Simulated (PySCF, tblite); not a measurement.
# Al10N10: electronic excitations

Wanted: electronic excitations for Al10N10.

Programs: tblite 0.8.0 and PySCF 2.14.0, with routines of our own; each step states its level. All values are computed. Atoms count from 0.

### 1 The system as given

20 atoms, charge 0, multiplicity 1; geometry from: force field, distance geometry or constructed start.

### 2 Optimising the geometry with GFN2-xTB

Job settings and geometry (Å):

```
{"job": {"kind": "relax", "xc": "GFN2-xTB", "basis": "xTB"}, "charge": 0, "multiplicity": 1}
Al     1.392800     1.588200    -1.191300
Al     0.122000    -1.181900     2.102700
Al     0.345200    -2.617200    -0.892000
Al    -1.175100    -0.026500    -2.209700
Al    -1.734500     0.631100     2.917600
Al     2.648500    -1.393000    -0.251600
Al     2.022100    -0.553400    -2.742000
Al    -2.321900    -0.903900     0.076900
Al     0.302200     2.180900     2.043100
Al    -1.596800     2.278300     0.132200
N      1.920100    -2.223300    -1.875900
N      1.152900    -1.988900     0.771300
N     -2.232800     0.798300    -0.831900
N     -1.270700    -1.736500    -1.295600
N      2.774400     0.289100    -1.130300
N     -1.664200     2.292100     2.038100
N      0.227900     0.522800     2.958300
N     -1.806600    -0.966000     1.880200
N      0.529200     0.622500    -2.654600
N      0.362200     2.393700     0.152500
```

Command:

```bash
> OMP_NUM_THREADS=1 python large_run.py task.json out
```

This one command runs all jobs of the session in turn.

What it wrote:

```text
step      E/eV     max force
  0   -1094.59921    3.174
  1   -1095.66956    2.612
  2   -1097.85815    2.235
  3   -1098.07144    1.147
  4   -1098.26895    0.648
  5   -1098.34480    0.527
  6   -1098.40182    0.393
  7   -1098.41880    0.267
  8   -1098.42755    0.132
  9   -1098.43247    0.098
 10   -1098.43504    0.096
 11   -1098.43701    0.101
 12   -1098.43867    0.096
 13   -1098.43999    0.082
 14   -1098.44115    0.085
 15   -1098.44234    0.093
 16   -1098.44345    0.064
 17   -1098.44422    0.053
 18   -1098.44468    0.047
 19   -1098.44500    0.041
 20   -1098.44526    0.039
 21   -1098.44544    0.028
 22   -1098.44556    0.023
 23   -1098.44564    0.018
```

Run time: 1 s. Hardware: 1 thread of Arm Neoverse V1, shared host; peak memory 0.16 GiB.

Along the way:

```
step  energy from step 0 (eV)  largest force (eV/Å)
   0                   0.0000                3.1743
   1                  -1.0703                2.6121
   2                  -3.2589                2.2349
   3                  -3.4722                1.1461
   4                  -3.6697                0.6481
   5                  -3.7456                0.5271
   6                  -3.8026                0.3933
   7                  -3.8196                0.2668
   8                  -3.8283                0.1325
   9                  -3.8333                0.0983
  10                  -3.8358                0.0955
  11                  -3.8378                0.1008
  12                  -3.8395                0.0959
  13                  -3.8408                0.0810
  14                  -3.8419                0.0849
  15                  -3.8431                0.0925
  16                  -3.8442                0.0635
  17                  -3.8450                0.0532
  18                  -3.8455                0.0470
  19                  -3.8458                0.0407
  20                  -3.8460                0.0395
  21                  -3.8462                0.0287
  22                  -3.8463                0.0232
  23                  -3.8464                0.0180
```

Distances of close pairs at the start and the end, largest changes first:

| bond | before (Å) | after (Å) | change (Å) |
| --- | --- | --- | --- |
| Al3–Al7 | 2.704 | 2.497 | -0.207 |
| Al8–Al9 | 2.696 | 2.492 | -0.204 |
| Al4–Al8 | 2.705 | 2.501 | -0.203 |
| Al1–Al4 | 2.720 | 2.518 | -0.202 |
| Al5–Al6 | 2.702 | 2.501 | -0.200 |
| Al0–Al6 | 2.718 | 2.518 | -0.200 |
| Al2–Al5 | 2.686 | 2.492 | -0.194 |
| Al5–N14 | 1.902 | 1.796 | -0.106 |

The final coordinates are the input of the step that follows.

### 3 Vibrational analysis with GFN2-xTB

Job settings and geometry (Å):

```
{"job": {"kind": "ir", "xc": "GFN2-xTB", "basis": "xTB"}, "charge": 0, "multiplicity": 1}
Al     1.294819     1.407301    -1.108720
Al     0.088956    -1.036441     1.949959
Al     0.337741    -2.347927    -0.880482
Al    -0.985013     0.018800    -1.969134
Al    -1.687520     0.628629     2.592065
Al     2.456228    -1.215534    -0.218343
Al     1.766111    -0.607059    -2.544388
Al    -2.036692    -0.826137     0.131975
Al     0.316748     1.957850     1.904263
Al    -1.483725     2.042342     0.183820
N      1.876309    -2.277500    -1.878327
N      1.126010    -1.932599     0.812742
N     -2.239736     0.786670    -0.827936
N     -1.275029    -1.725917    -1.309055
N      2.772913     0.345703    -1.048543
N     -1.702913     2.324506     1.983865
N      0.318637     0.481915     2.928281
N     -1.843067    -1.068693     1.899559
N      0.491402     0.707695    -2.721654
N      0.404729     2.342706     0.117930
```

What it wrote:

```text
mode    cm-1     km/mol
  1     -12.6      0.03
  2      93.6      2.83
  3     100.7      2.84
  4     114.2      0.54
  5     121.7      0.03
  6     144.4     16.22
  7     151.6      0.89
  8     157.0      1.40
  9     161.7      1.58
 10     173.2      1.44
 11     177.2     11.59
 12     191.4     45.90
 13     199.1     32.91
 14     217.4     38.13
 15     229.1     44.45
 16     237.8      0.26
 17     268.0      4.56
 18     284.8     12.97
 19     318.3      6.13
 20     335.3     35.91
 21     339.9     14.06
 22     346.3     24.29
 23     348.4      2.98
 24     358.5     30.68
 25     377.3     40.96
 26     385.5     22.42
 27     444.0     27.60
 28     451.8      6.50
 29     460.1     12.24
 30     461.9     51.36
 31     488.0     11.66
 32     498.8      5.52
 33     508.3     57.94
 34     528.0     22.26
 35     529.2     38.10
 36     555.9    148.83
 37     571.1     37.90
 38     598.6    111.00
 39     624.3     11.97
 40     643.2      7.83
 41     643.7     29.98
 42     669.1      0.24
 43     694.6     30.04
 44     731.1     50.83
 45     770.0     38.71
 46     780.8      0.18
 47     795.9      1.41
 48     806.1    181.59
 49     825.5    102.92
 50     855.4    119.22
 51     862.1    250.43
 52     890.7     65.80
 53     913.8      0.58
 54     933.1    371.46
```

Wall time 4.8 s (1 thread of Arm Neoverse V1, shared host); peak memory 0.16 GiB.

Which atoms move in the most intense modes:

```csv
cm⁻¹,km/mol,atoms
556,148.8,"N12 13 %, N13 13 %"
599,111.0,"N13 14 %, N12 14 %"
806,181.6,"N15 20 %, N10 20 %, Al4 18 %, Al6 18 %"
826,102.9,"N12 13 %, N13 13 %"
855,119.2,"Al3 22 %, Al7 22 %, N18 20 %, N17 20 %"
862,250.4,"N16 19 %, N14 19 %"
891,65.8,"N13 30 %, N12 30 %, Al2 13 %, Al9 13 %"
933,371.5,"N11 31 %, N19 31 %, Al1 13 %, Al0 13 %"
```

### 4 Electronic excitations: TDA PBE0/6-31G*

The job, as its differences from that of step 3:

```diff
@@ -1,2 +1,2 @@
-{"job": {"kind": "ir", "xc": "GFN2-xTB", "basis": "xTB"}, "charge": 0, "multiplicity": 1}
+{"job": {"kind": "uv", "basis": "6-31G*", "grid": 1, "kgrid": 0, "vcut": 1.5, "nstates": 6, "ntriplets": 2, "tda": true, "delta": [], "pop": true, "xc": "PBE0"}, "charge": 0, "multiplicity": 1}
 Al     1.294819     1.407301    -1.108720
```

With the program's defaults for keys left out, this is: TDA PBE0/6-31G*, vertical, gas phase, core orbitals frozen in the response, virtual orbitals cut by energy.

What it wrote:

```text
start: PBE on a coarse grid of 25347 points
cycle   1  E = -2969.6721806277  dE =  4.076e+00  |g| = 1.992e+00  |ddm| = 6.283e+00
cycle   2  E = -2962.9090179091  dE =  6.763e+00  |g| = 4.827e+00  |ddm| = 1.704e+01
cycle   3  E = -2970.4836943298  dE = -7.575e+00  |g| = 8.531e-01  |ddm| = 1.580e+01
cycle   4  E = -2970.5598224678  dE = -7.613e-02  |g| = 7.237e-01  |ddm| = 1.624e+00
cycle   5  E = -2970.6764287713  dE = -1.166e-01  |g| = 2.058e-01  |ddm| = 9.584e-01
cycle   6  E = -2970.6895078311  dE = -1.308e-02  |g| = 5.417e-02  |ddm| = 3.856e-01
cycle   7  E = -2970.6896030210  dE = -9.519e-05  |g| = 5.131e-02  |ddm| = 9.793e-02
cycle   8  E = -2970.6902668285  dE = -6.638e-04  |g| = 8.418e-03  |ddm| = 5.915e-02
final grid: 105281 points
cycle   9  E = -2970.6125927864  dE = -1.671e-02  |g| = 5.243e-02  |ddm| = 6.075e-01
cycle  10  E = -2970.6113701434  dE =  1.223e-03  |g| = 8.854e-02  |ddm| = 1.791e-01
cycle  11  E = -2970.6132256308  dE = -1.855e-03  |g| = 1.503e-02  |ddm| = 1.094e-01
cycle  12  E = -2970.6132602094  dE = -3.458e-05  |g| = 8.712e-03  |ddm| = 2.355e-02
cycle  13  E = -2970.6132833665  dE = -2.316e-05  |g| = 1.030e-03  |ddm| = 9.905e-03
cycle  14  E = -2970.6132815446  dE =  1.822e-06  |g| = 5.665e-04  |ddm| = 2.151e-03
cycle  15  E = -2970.6132795482  dE =  1.996e-06  |g| = 3.134e-04  |ddm| = 9.897e-04
cycle  16  E = -2970.6132820441  dE = -2.496e-06  |g| = 3.391e-05  |ddm| = 3.778e-04
converged SCF energy = -2970.6132820441

Static polarisability (au): isotropic 246.108, principal 228.541 231.979 277.805

Singlet excitations
state   eV       nm        f      main configurations
  1   2.6977    459.6   0.00647   H->L 0.94
  2   2.7923    444.0   0.01544   H-1->L 0.91
  3   3.0439    407.3   0.00150   H-2->L 0.95
  4   3.1431    394.5   0.00495   H-3->L 0.93
  5   3.3590    369.1   0.00153   H-4->L 0.80, H-5->L 0.09
  6   3.4187    362.7   0.00004   H-6->L 0.87

Triplet excitations (Tamm-Dancoff, eV): 2.5210 2.6059
```

Run time: 71 s. Hardware: 1 thread of Arm Neoverse V1, shared host; peak memory 0.69 GiB.

Frontier orbitals and where they lie:

```csv
orbital,eV,atoms
HOMO−4,-7.31,"N16 18 %, N14 18 %, N12 9 %"
HOMO−3,-7.08,"N16 16 %, N14 16 %, N19 14 %"
HOMO−2,-6.93,"N13 17 %, N12 17 %, N11 14 %"
HOMO−1,-6.72,"N16 21 %, N14 21 %, N15 11 %"
HOMO,-6.61,"N10 17 %, N15 17 %, N14 17 %"
LUMO,-2.93,"Al8 13 %, Al5 13 %, Al6 12 %"
LUMO+1,-2.09,"Al8 22 %, Al5 22 %, Al6 10 %"
LUMO+2,-1.68,"Al6 24 %, Al4 24 %, Al5 12 %"
LUMO+3,-1.43,"Al8 20 %, Al5 20 %, Al4 17 %"
```

With each of the 6 states as a Gaussian band of 0.4 eV half-width at 1/e, the curve within the window shown has maxima at 439 nm (ε 1,000) L/(mol cm). Beyond the last state computed it falls off for lack of states. The curve at chosen wavelengths:

```tsv
nm	ε (L/mol/cm)
333	61
343	113
354	197
364	295
374	410
384	538
395	683
405	806
415	910
426	988
436	1018
446	1010
456	965
467	883
477	789
487	686
497	582
508	474
518	385
528	308
539	237
549	185
559	142
569	108
580	80
590	60
```

Ground-state properties from the same run:

```
           property  computed
  dipole moment (D)      0.61
polarisability (Å³)     36.47
 HOMO–LUMO gap (eV)      3.68
      −ε(HOMO) (eV)      6.61
```

### 5 Outcome

```
                                 quantity                        value
strongest single infrared mode (GFN2-xTB)         933 cm⁻¹, 371 km/mol
             zero-point energy (GFN2-xTB)                34.8 kcal/mol
             lowest singlet (PBE0/6-31G*)  2.70 eV (460 nm), f = 0.006
 brightest single state of those computed  state 2, 2.79 eV, f = 0.015
                           lowest triplet                      2.52 eV
```

**Reading.** The lowest mode is slightly imaginary (13i cm⁻¹), a soft motion within the noise of the Hessian, so the minimum is not strictly shown. The strongest single mode, at 933 cm⁻¹, is carried by N11, N19, Al1, Al0. GFN2-xTB is a fitted tight-binding method: band positions and strengths are rough. Its intensities can rank the bands wrongly. The lowest singlet, at 2.70 eV, is HOMO→LUMO 0.94 and is weak; of the 6 states computed, the strongest absorption comes from state 2 at 2.79 eV. State 2 absorbs in the visible (444 nm). The lowest triplet lies 0.18 eV below the lowest singlet.
